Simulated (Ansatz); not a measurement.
**C2H3FSi: energies and forces away from the minimum**

An exercise on one series of results from a longer session: the logs are not shown, and one member is left open.

Method: single points with forces in def2-TZVPP; program: Ansatz 0.2.0, Gaussian basis.

Levels: PBE-D4, r2SCAN-D4, PBE0-D4, wB97M-V, Hartree-Fock, MP2, CCSD, CCSD(T). Each coordinate is moved by a Gaussian draw of the width named (0.7 of it for atoms other than hydrogen): 0.04, 0.04, 0.09, 0.04 Å.

Correlated methods freeze the cores.

6 further runs of the same task are left out: 6 set aside as unsound or not needed.

### Where the work starts

SMILES `C#C[SiH2]F`, 7 atoms, charge 0, spin multiplicity 1.

Atoms are counted from 1 here; the program's logs count them from 0.

Bond lengths: C1–C2 1.228 Å, C1–H5 1.052 Å, C2–Si3 1.865 Å, Si3–F4 1.563 Å, Si3–H6 1.486 Å, Si3–H7 1.545 Å. Angles: C2–C1–H5 173.3°, C1–C2–Si3 178.1°, C2–Si3–F4 111.1°, C2–Si3–H6 111.8°, C2–Si3–H7 109.8°, F4–Si3–H6 111.0°, F4–Si3–H7 105.8°, H6–Si3–H7 107.0°.

Coordinates:

```xyz
7

C    -0.30250   -1.91020   -0.64050
C    -0.14090   -0.75640   -0.25130
Si    0.16110    0.98050    0.35860
F    -0.38740    2.03620   -0.65490
H    -0.54090   -2.85730   -1.03040
H    -0.40870    1.19690    1.71360
H     1.68040    1.24220    0.45910
```

The first run:

pre/in.yaml

```yaml
crystal:
  periodic: [false, false, false]
  atoms:
    - {symbol: C, position_ang: [-0.302500, -1.910200, -0.640500]}
    - {symbol: C, position_ang: [-0.140900, -0.756400, -0.251300]}
    - {symbol: Si, position_ang: [0.161100, 0.980500, 0.358600]}
    - {symbol: F, position_ang: [-0.387400, 2.036200, -0.654900]}
    - {symbol: H, position_ang: [-0.540900, -2.857300, -1.030400]}
    - {symbol: H, position_ang: [-0.408700, 1.196900, 1.713600]}
    - {symbol: H, position_ang: [1.680400, 1.242200, 0.459100]}
basis:
  gaussian: {orbitals: def2-SVP}
hamiltonian: {xc: pbe, dispersion: d4}
relax: {f_tol: 0.03, max_steps: 250}
```

The command line of these runs was not kept.

Among the steps run: A first relaxation in a small basis; Finding the minimum; Reference energies at the minimum; Structure 1, width 0.04 Å; Structure 2, width 0.04 Å; Structure 3, width 0.09 Å; Structure 4, width 0.04 Å.

One of the session's tables, all rows but one given; the rest of the session is left out.

```
   method  RMS force component (eV/Å)  angle to CCSD(T) forces (°)  dipole (D)
   PBE-D4                       2.739                          4.3        1.84
r2SCAN-D4                       2.619                          3.3        1.91
  PBE0-D4                       2.542                          4.7        1.95
  wB97M-V                           ?                            ?           ?
  CCSD(T)                       2.853                    reference        1.93
```

**Question.** Estimate the row for wB97M-V.

As computed: RMS force component (eV/Å): 2.450; angle to CCSD(T) forces (°): 4.5; dipole (D): 1.93. In the column «RMS force component (eV/Å)» it is the lowest.
